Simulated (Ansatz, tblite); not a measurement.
# Ga13As13 zinc blende bond sphere (Ga₁₃As₁₃H₃₀): which spin state is lowest

Aim: set other spin states of Ga13As13 zinc blende bond sphere (Ga₁₃As₁₃H₃₀) against its singlet, on many levels of theory.

The runs use Ansatz 0.2.0, Gaussian basis; as each input shows.

Levels to be run: triplet, at the geometry of the singlet (GFN1-xTB, GFN2-xTB, PBE0-D4/def2-SVP, PBE-D4/def2-SVP); the singlet's energies come from earlier runs.

1 further run of the same task is left out (set aside as unsound or not needed). Runs told in other sessions of the task aren't counted.

## Step 1: The geometry

The singlet was relaxed beforehand with PBE-D4/def2-SVP.

56 atoms, charge 0, spin multiplicity 1.

Bond lengths: Ga1–As14 2.483 Å, Ga1–As15 2.484 Å, Ga1–As17 2.475 Å, Ga1–H27 1.579 Å, Ga2–As14 2.451 Å, Ga2–As16 2.502 Å, Ga2–As18 2.483 Å, Ga2–H28 1.576 Å, Ga3–As14 2.529 Å, Ga3–As19 2.528 Å, Ga3–H29 1.578 Å, Ga3–H30 1.581 Å, Ga4–As17 2.475 Å, Ga4–As19 2.483 Å, Ga4–As20 2.483 Å, Ga4–H31 1.579 Å, Ga5–As18 2.483 Å, Ga5–As19 2.451 Å and more. Angles: As14–Ga1–As15 112.2°, As14–Ga1–As17 104.9°, As14–Ga1–H27 111.4°, As15–Ga1–As17 105.0°, As15–Ga1–H27 111.4°, As17–Ga1–H27 111.6°, As14–Ga2–As16 104.8°, As14–Ga2–As18 102.4°, As14–Ga2–H28 119.4°, As16–Ga2–As18 103.9°, As16–Ga2–H28 111.5°, As18–Ga2–H28 113.3°, As14–Ga3–As19 95.3°, As14–Ga3–H29 107.6°, As14–Ga3–H30 108.0°, As19–Ga3–H29 107.7°, As19–Ga3–H30 108.1°, H29–Ga3–H30 125.9° and more.

## Step 2: Triplet at the fixed geometry, GFN1-xTB

Tight binding, by tblite at 300 K electronic temperature and without a spin-polarisation term:

```python
tblite.interface.Calculator('GFN1-xTB', numbers, positions, charge=0, uhf=2).singlepoint()
```

Energy -1757.5797 eV; 1.2 s.

## Step 3: Triplet at the fixed geometry, GFN2-xTB

Tight binding, by tblite at 300 K electronic temperature and without a spin-polarisation term:

```python
tblite.interface.Calculator('GFN2-xTB', numbers, positions, charge=0, uhf=2).singlepoint()
```

Energy -1672.9393 eV; 1.5 s.

## Step 4: Triplet at the fixed geometry, PBE0-D4/def2-SVP

Input file in.yaml:

```yaml
crystal:
  periodic: [false, false, false]
  atoms:
    - {symbol: Ga, position_ang: [-2.159760, -2.157156, -0.671417]}
    - {symbol: Ga, position_ang: [-2.273320, 0.827440, -3.616215]}
    - {symbol: Ga, position_ang: [-5.213166, 0.751384, -0.749810]}
    - {symbol: Ga, position_ang: [-2.155275, 0.674150, 2.156518]}
    - {symbol: Ga, position_ang: [-2.273394, 3.612914, -0.831364]}
    - {symbol: Ga, position_ang: [0.826058, -2.277830, -3.613659]}
    - {symbol: Ga, position_ang: [0.745563, -5.218463, -0.751225]}
    - {symbol: Ga, position_ang: [0.670324, -2.159558, 2.151536]}
    - {symbol: Ga, position_ang: [3.611864, -2.274763, -0.834707]}
    - {symbol: Ga, position_ang: [0.698923, 0.699182, -0.703386]}
    - {symbol: Ga, position_ang: [0.833064, 3.612030, 2.267471]}
    - {symbol: Ga, position_ang: [3.613816, 0.824822, 2.269722]}
    - {symbol: Ga, position_ang: [0.754325, 0.748304, 5.209574]}
    - {symbol: As, position_ang: [-3.511083, -0.594519, -2.049649]}
    - {symbol: As, position_ang: [-0.598883, -3.512863, -2.047933]}
    - {symbol: As, position_ang: [-0.731603, -0.734424, -4.818383]}
    - {symbol: As, position_ang: [-0.702372, -0.700287, 0.699227]}
    - {symbol: As, position_ang: [-0.770954, 2.101051, -2.104578]}
    - {symbol: As, position_ang: [-3.509686, 2.049340, 0.594301]}
    - {symbol: As, position_ang: [-0.590588, 2.049353, 3.508124]}
    - {symbol: As, position_ang: [-0.729669, 4.815130, 0.727802]}
    - {symbol: As, position_ang: [2.098506, -0.771543, -2.105217]}
    - {symbol: As, position_ang: [2.046658, -3.512988, 0.588713]}
    - {symbol: As, position_ang: [2.048784, -0.599758, 3.505543]}
    - {symbol: As, position_ang: [4.816974, -0.731521, 0.723864]}
    - {symbol: As, position_ang: [2.103857, 2.098228, 0.765451]}
    - {symbol: H, position_ang: [-3.078711, -3.072147, 0.229324]}
    - {symbol: H, position_ang: [-3.067828, 1.744292, -4.622621]}
    - {symbol: H, position_ang: [-5.949768, -0.236248, 0.236885]}
    - {symbol: H, position_ang: [-5.912369, 1.753082, -1.752908]}
    - {symbol: H, position_ang: [-3.073049, -0.225130, 3.074141]}
    - {symbol: H, position_ang: [-3.067456, 4.617890, -1.750078]}
    - {symbol: H, position_ang: [1.744163, -3.072401, -4.618646]}
    - {symbol: H, position_ang: [-0.241140, -5.950188, 0.239992]}
    - {symbol: H, position_ang: [1.744028, -5.923005, -1.753696]}
    - {symbol: H, position_ang: [-0.230072, -3.077625, 3.067930]}
    - {symbol: H, position_ang: [4.617784, -3.065808, -1.755032]}
    - {symbol: H, position_ang: [1.752710, 4.618180, 3.058953]}
    - {symbol: H, position_ang: [4.617093, 1.743286, 3.066083]}
    - {symbol: H, position_ang: [-0.233280, -0.236392, 5.948892]}
    - {symbol: H, position_ang: [1.761306, 1.748574, 5.905387]}
    - {symbol: H, position_ang: [-4.314876, -1.486132, -2.996812]}
    - {symbol: H, position_ang: [-1.493331, -4.311316, -2.996911]}
    - {symbol: H, position_ang: [-1.586128, -1.585938, -5.754754]}
    - {symbol: H, position_ang: [0.027622, 0.022581, -5.908164]}
    - {symbol: H, position_ang: [0.104588, 2.987779, -2.990431]}
    - {symbol: H, position_ang: [-4.309088, 2.998774, 1.487532]}
    - {symbol: H, position_ang: [-1.482128, 2.999634, 4.308380]}
    - {symbol: H, position_ang: [-1.583506, 5.747909, 1.584003]}
    - {symbol: H, position_ang: [0.025765, 5.908520, -0.027776]}
    - {symbol: H, position_ang: [2.981895, 0.105389, -2.992942]}
    - {symbol: H, position_ang: [2.994003, -4.312712, 1.483373]}
    - {symbol: H, position_ang: [2.998178, -1.492291, 4.305700]}
    - {symbol: H, position_ang: [5.758664, -1.582585, 1.573180]}
    - {symbol: H, position_ang: [5.902182, 0.031148, -0.036057]}
    - {symbol: H, position_ang: [2.991387, 2.983427, -0.109928]}
basis:
  gaussian: {orbitals: def2-SVP, fitting: {mean_field: def2-universal-jkfit}}
magnetization: {spin_polarized: true, initial_magnetization: 2}
hamiltonian: {xc: pbe0, dispersion: d4}
scf: {omitted_lower_state_checks: [starts]}
output: {orbitals: {seedname: orbitals}}
```

Command:

```sh
$ ansatz run in.yaml --threads 11 --pin off --events-out ev --progress --plain --max-ram 110592MiB --backend cuda --devices 0, --max-vram 75GiB
```

Standard output:

```text
Functional definition: PBE0
  name "PBE0"
  cite "Adamo & Barone, J. Chem. Phys. 110, 6158 (1999) doi:10.1063/1.478522"
  cite "Perdew, Burke & Ernzerhof, Phys. Rev. Lett. 77, 3865 (1996) doi:10.1103/PhysRevLett.77.3865"
  parent pbe
  parameter a = 0.25
  parameter kappa = 0.804
  parameter beta = 0.06672455060314922
  exchange = (1 - a)*pbe_x(kappa = kappa, mu = beta*pi^2/3) + a*exact_x
  correlation = pbe_c(beta = beta)
these checks for a lower state are left out or cut short: starts
7456 factors; integrals over basis functions are off by at most 3.5e-1 eV
mean field evaluation 1: about -1471981.1310 eV, gradient 5.0e1 eV
mean field evaluation 2: about -1471979.6582 eV, gradient 5.8e1 eV
mean field evaluation 4: about -1471987.7711 eV, gradient 5.7e0 eV
mean field evaluation 8: about -1471987.9723 eV, gradient 1.2e0 eV
mean field evaluation 16: about -1471988.0038 eV, gradient 3.5e-1 eV
mean field evaluation 32: about -1471988.1961 eV, gradient 4.4e-2 eV
mean field -1471988.19608325 eV, -54094.5684566244 hartree, gradient 6.8e-6 eV, S^2 2.004589; 0 other end points of the search recorded, 0 dependent functions left out
reference -1471988.19616979 eV, -54094.5684598048 hartree; 432, 430 occupied and 550, 552 virtual orbitals, 7456 factors
Total energy: -1471993.40474460 eV, -54094.7598713986 hartree
Checks for a lower state left out: starts
```

It took 2.5 min on 1 × H100 with 11 threads of AMD EPYC 7R13, shared host; peak host memory 2 GiB.

HOMO -2.45 eV, LUMO -6.07 eV (over both spins; with the spin held, an empty level of the minority spin lies below the top filled one); ⟨S²⟩ 2.005 (pure: 2.00).

## Step 5: Triplet at the fixed geometry, PBE-D4/def2-SVP

start.molden holds the orbitals of an earlier run on this state, given as this run's starting guess.

in.yaml: that of step 4 with these lines changed.

```diff
@@ -60,5 +60,5 @@
 basis:
-  gaussian: {orbitals: def2-SVP, fitting: {mean_field: def2-universal-jkfit}}
+  gaussian: {orbitals: def2-SVP, fitting: {mean_field: def2-universal-jkfit}, initial_orbitals: start.molden}
 magnetization: {spin_polarized: true, initial_magnetization: 2}
-hamiltonian: {xc: pbe0, dispersion: d4}
+hamiltonian: {xc: pbe, dispersion: d4}
 scf: {omitted_lower_state_checks: [starts]}
```

Launched as before.

Standard output:

```text
Functional definition: PBE
  name "PBE"
  cite "Perdew, Burke & Ernzerhof, Phys. Rev. Lett. 77, 3865 (1996) doi:10.1103/PhysRevLett.77.3865"
  parent pbe
  parameter kappa = 0.804
  parameter beta = 0.06672455060314922
  exchange = pbe_x(kappa = kappa, mu = beta*pi^2/3)
  correlation = pbe_c(beta = beta)
these checks for a lower state are left out or cut short: starts
7456 factors; integrals over basis functions are off by at most 3.5e-1 eV
mean field evaluation 1: about -1471948.4974 eV, gradient 1.7e1 eV
mean field evaluation 2: about -1471949.6148 eV, gradient 1.1e0 eV
mean field evaluation 4: about -1471949.6213 eV, gradient 3.0e-1 eV
mean field evaluation 8: about -1471949.6266 eV, gradient 5.8e-3 eV
mean field evaluation 16: about -1471949.6266 eV, gradient 5.9e-5 eV
mean field -1471949.62657766 eV, -54093.1510534374 hartree, gradient 3.0e-6 eV, S^2 2.001255; 0 other end points of the search recorded, 0 dependent functions left out
reference -1471949.62669386 eV, -54093.1510577077 hartree; 432, 430 occupied and 550, 552 virtual orbitals, 7456 factors
Total energy: -1471955.28936544 eV, -54093.3591570500 hartree
Checks for a lower state left out: starts
```

Wall time 18 s (1 × H100 with 11 threads of AMD EPYC 7R13, shared host); peak host memory 1.9 GiB.

Report: HOMO -2.16 eV, LUMO -5.97 eV (over both spins; with the spin held, an empty level of the minority spin lies below the top filled one); ⟨S²⟩ 2.001 (pure: 2.00).

## Step 6: Triplet less singlet, vertical

The singlet's energies are those of its earlier runs, whose logs aren't repeated here.

```tsv
level	triplet less singlet, vertical (kJ/mol)	time
GFN1-xTB	+358.8	1.9 s
GFN2-xTB	+382.1	2.6 s
PBE-D4/def2-SVP	+362.2	24 s
PBE0-D4/def2-SVP	+434.0	2.9 min
```

Times add the two runs; a level without a time comes out of a correlated run. Tight binding without a spin term can't rank spin states.

## Step 7: Outcome

```
                                               quantity                                       value
triplet less singlet, vertical, functionals in def2-SVP  +362.2 (PBE-D4) to +434.0 kJ/mol (PBE0-D4)
```

**Reading.** All functionals put the triplet above the singlet, over a spread of 71.8 kJ/mol. The checks for a lower triplet were left out, so another state of that spin may lie lower. These are electronic energies, without zero-point motion, entropy or surroundings.
